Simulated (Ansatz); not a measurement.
**C₂H₅F₃Ge: basis-set convergence**

How large a basis does C₂H₅F₃Ge need? Two functionals are run in growing sets.

The runs use Ansatz 0.2.0, Gaussian basis; one geometry, several basis sets.

Levels to be run: PBE0-D4/def2-SVP; ωB97M-V/def2-SVP; PBE0-D4/def2-QZVPP; ωB97M-V/def2-QZVPP; the functionals' def2-TZVPP values are taken from earlier runs.

## Step 1: The relaxed structure

The geometry comes from an earlier relaxation with PBE0-D4 in a triple-zeta def2 set; it is a stationary point, not always the lowest conformer.

SMILES `C[CH2][Ge]([F])([F])[F]`, 11 atoms, charge 0, spin multiplicity 1.

Atoms are counted from 1 here; the program's logs count them from 0.

Bond lengths: C1–C2 1.524 Å, C1–H7 1.092 Å, C1–H8 1.091 Å, C1–H9 1.091 Å, C2–Ge3 1.922 Å, C2–H10 1.093 Å, C2–H11 1.093 Å, Ge3–F4 1.716 Å, Ge3–F5 1.715 Å, Ge3–F6 1.716 Å. Angles: C2–C1–H7 110.2°, C2–C1–H8 111.6°, C2–C1–H9 111.6°, H7–C1–H8 107.7°, H7–C1–H9 107.7°, H8–C1–H9 107.9°, C1–C2–Ge3 112.7°, C1–C2–H10 111.9°, C1–C2–H11 111.9°, Ge3–C2–H10 106.5°, Ge3–C2–H11 106.5°, H10–C2–H11 107.2°, C2–Ge3–F4 113.1°, C2–Ge3–F5 114.0°, C2–Ge3–F6 113.1°, F4–Ge3–F5 105.4°, F4–Ge3–F6 105.0°, F5–Ge3–F6 105.4°.

Geometry (Å):

```
C     0.0258   -1.1545    0.9118
C     0.5881   -0.4066   -0.2916
Ge   -0.3401    1.2405   -0.6396
F    -2.0122    1.0167   -0.9564
F     0.2664    2.1128   -1.9859
F    -0.2806    2.3373    0.6794
H     0.5819   -2.0801    1.0728
H    -1.0234   -1.4176    0.7665
H     0.0987   -0.5597    1.8240
H     0.5206   -0.9997   -1.2069
H     1.6402   -0.1460   -0.1533
```

## Step 2: PBE0-D4 in def2-SVP

Input file in.yaml:

```yaml
crystal:
  periodic: [false, false, false]
  atoms:
    - {symbol: C, position_ang: [0.025832, -1.154490, 0.911792]}
    - {symbol: C, position_ang: [0.588061, -0.406638, -0.291640]}
    - {symbol: Ge, position_ang: [-0.340098, 1.240511, -0.639635]}
    - {symbol: F, position_ang: [-2.012166, 1.016650, -0.956411]}
    - {symbol: F, position_ang: [0.266415, 2.112763, -1.985948]}
    - {symbol: F, position_ang: [-0.280625, 2.337286, 0.679408]}
    - {symbol: H, position_ang: [0.581897, -2.080147, 1.072800]}
    - {symbol: H, position_ang: [-1.023390, -1.417636, 0.766526]}
    - {symbol: H, position_ang: [0.098680, -0.559660, 1.823981]}
    - {symbol: H, position_ang: [0.520618, -0.999744, -1.206892]}
    - {symbol: H, position_ang: [1.640175, -0.145996, -0.153278]}
basis:
  gaussian: {orbitals: def2-SVP}
hamiltonian: {xc: pbe0, dispersion: d4}
output: {orbitals: {seedname: orbitals}}
```

The run is started by

```bash
ansatz run in.yaml --threads 4 --pin off --events-out ev --progress --plain --max-ram 11315MiB
```

The runs that follow: ωB97M-V in def2-SVP; PBE0-D4 in def2-QZVPP; ωB97M-V in def2-QZVPP.

**Question.** What will the summary of the whole plan be? Wanted: PBE0-D4: double and triple zeta above quadruple; ωB97M-V: double and triple zeta above quadruple.

**Answer**, as computed:

| quantity | value |
| --- | --- |
| PBE0-D4: double and triple zeta above quadruple | 21.73, 1.83 eV |
| ωB97M-V: double and triple zeta above quadruple | 21.99, 1.76 eV |

**Reading.** PBE0-D4 gains 19.90 eV from double to triple zeta, then 1.83 eV more. These are total energies; as a rule much of such shifts cancels in differences, which this series doesn't test. The LUMO of ωB97M-V is positive and keeps falling with the basis (2.07 to 1.18 eV): an unbound level that the basis holds in place.
